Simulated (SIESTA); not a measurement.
# NbFeO4: equation of state with PBEsol

Crystal: NbFeO4.

```
CELL_PARAMETERS angstrom
-1.95851 1.95851 5.03653
1.95851 -1.95851 5.03653
1.95851 1.95851 -5.03653
ATOMIC_POSITIONS crystal
Nb 0.25000 0.75000 0.50000
Fe 0.00000 0.00000 0.00000
O 0.04937 0.54937 0.50000
O 0.45063 0.95063 0.50000
O 0.20996 0.20996 0.00000
O 0.79004 0.79004 0.00000
```

The cell comes from a database or a generator and needn't be the stable form of this composition.

* Program: SIESTA 5.4.2
* Task: equation of state
* Functional: PBEsol
* Potentials or basis: PseudoDojo 0.4 standard (PBEsol files)
* Basis: DZP (energy shift 0.003 Ry; two zetas on semicore shells)
* Grid cutoff: 800 Ry
* Energy shift: 0.003 Ry
* k mesh: 10 × 10 × 10
* Occupations: fermi-dirac, width 0.05 eV
* Spin: collinear spin, ferromagnetic start
* Starting moments: [0.0, 3.0, 0.0, 0.0, 0.0, 0.0] μB

```
Equilibrium volume                        : 12.62 Å³/atom
Bulk modulus at fixed shape and positions : 194 GPa
Pressure derivative of the bulk modulus   : 4.3
```

Energy against volume, from the lowest point:
```
volume (Å³/atom)  energy (meV/atom)
          12.107              13.49
          12.364               3.22
          12.622               0.00
          12.879               3.20
          13.137              12.07
          13.394              26.10
```

All runs of the series together: 32 min on 1 thread of Intel(R) Xeon(R) 6975P-C (Granite Rapids), with other jobs on the host.

Caveat: short orbitals over semicore shells can move pressures by several GPa; the cell was scaled at fixed shape and fractional positions, which overstates the stiffness of a crystal with free parameters, most of all of layers and chains; the basis of atomic orbitals isn't converged, which shifts pressures, moduli and gaps.
